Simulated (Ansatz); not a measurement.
**H4PSSbSi: a ladder of functionals and wavefunction methods**

One table from this session's results is given with a row withheld; the runs are named, their logs left out.

The runs use Ansatz 0.2.0, Gaussian basis; functionals in def2-TZVPP, the program's frozen cores in correlated methods.

Plan: LDA (SPW92), PBE-D4, revPBE-D4, BLYP-D4, r2SCAN-D4, B97M-V, PBE0-D4, B3LYP-D4, r2SCANh-D4, r2SCAN0-D4, HSE06-D4, BHLYP-D4, CAM-B3LYP-D4, LC-ωPBE, ωB97X-V, ωB97M-V, B2PLYP, PBE-QIDH; CCSD(T)/def2-SVP; CCSD(T)/def2-TZVPP; MP2/def2-QZVPP; extrapolation to the limit; RPA on PBE.

## The relaxed structure

An earlier PBE0-D4 in a triple-zeta def2 set relaxation fixed the geometry. Sb takes the def2 core potential; no spin-orbit term is included.

SMILES `S[SiH]1[PH][SbH]1`, 8 atoms, charge 0, spin multiplicity 1.

Atoms are counted from 1 here; the program's logs count them from 0.

Bond lengths: S1–Si2 2.125 Å, S1–H5 1.344 Å, Si2–P3 2.227 Å, Si2–Sb4 2.531 Å, Si2–H6 1.482 Å, P3–Sb4 2.592 Å, P3–H7 1.425 Å, Sb4–H8 1.710 Å. Angles: Si2–S1–H5 95.3°, S1–Si2–P3 112.4°, S1–Si2–Sb4 121.3°, S1–Si2–H6 114.3°, P3–Si2–Sb4 65.7°, P3–Si2–H6 117.2°, Sb4–Si2–H6 117.0°, Si2–P3–Sb4 62.8°, Si2–P3–H7 90.5°, Sb4–P3–H7 91.1°, Si2–Sb4–P3 51.5°, Si2–Sb4–H8 88.9°, P3–Sb4–H8 89.0°.

The first run:

in.yaml

```yaml
crystal:
  periodic: [false, false, false]
  atoms:
    - {symbol: S, position_ang: [-0.923898, 1.654708, -1.213095]}
    - {symbol: Si, position_ang: [0.045678, 0.547725, 0.319843]}
    - {symbol: P, position_ang: [1.738377, -0.672773, -0.457435]}
    - {symbol: Sb, position_ang: [-0.282147, -1.952466, 0.542273]}
    - {symbol: H, position_ang: [-2.133459, 1.644113, -0.626601]}
    - {symbol: H, position_ang: [0.278286, 1.310253, 1.569529]}
    - {symbol: H, position_ang: [2.373974, -0.624711, 0.816674]}
    - {symbol: H, position_ang: [-1.004612, -1.963849, -1.007088]}
basis:
  gaussian: {orbitals: def2-TZVPP}
hamiltonian: {xc: lda}
output: {orbitals: {seedname: orbitals}}
```

Among the steps run: LDA; PBE-D4 (GGA); revPBE-D4 (GGA); BLYP-D4 (GGA); r2SCAN-D4 (meta-GGA); B97M-V (meta-GGA); PBE0-D4 (hybrid); B3LYP-D4 (hybrid); r2SCANh-D4 (hybrid); r2SCAN0-D4 (hybrid); HSE06-D4 (hybrid); BHLYP-D4 (hybrid); CAM-B3LYP-D4 (range-separated); LC-ωPBE (range-separated); ωB97X-V (range-separated); ωB97M-V (range-separated); B2PLYP (double hybrid); PBE-QIDH (double hybrid).

One table of the session follows, with a row left open; its other results are not shown here.

It belongs to the step «Frontier levels by functional». 

| functional | HOMO (eV) | LUMO (eV) | gap (eV) |
| --- | --- | --- | --- |
| LDA (SPW92) | -5.81 | -2.22 | 3.59 |
| PBE-D4 | -5.67 | -2.04 | 3.63 |
| revPBE-D4 | -5.62 | -1.96 | 3.65 |
| BLYP-D4 | -5.48 | -1.91 | 3.57 |
| r2SCAN-D4 | -5.89 | -1.90 | 3.99 |
| B97M-V | -5.86 | -1.88 | 3.98 |
| PBE0-D4 | -6.59 | -1.33 | 5.27 |
| B3LYP-D4 | -6.38 | -1.51 | 4.87 |
| r2SCANh-D4 | -6.23 | -1.64 | 4.59 |
| r2SCAN0-D4 | -6.73 | -1.25 | 5.48 |
| HSE06-D4 | ? | ? | ? |
| BHLYP-D4 | -7.34 | -0.53 | 6.81 |
| CAM-B3LYP-D4 | -7.68 | -0.39 | 7.30 |
| LC-ωPBE | -8.89 | 0.60 | 9.49 |
| ωB97X-V | -8.60 | 0.53 | 9.13 |
| ωB97M-V | -8.44 | 0.37 | 8.81 |

**Question.** Estimate the row for HSE06-D4.

As computed: HOMO (eV): -6.22; LUMO (eV): -1.69; gap (eV): 4.53. In the column «HOMO (eV)» it lies between r2SCANh-D4 (-6.23) and r2SCAN-D4 (-5.89).
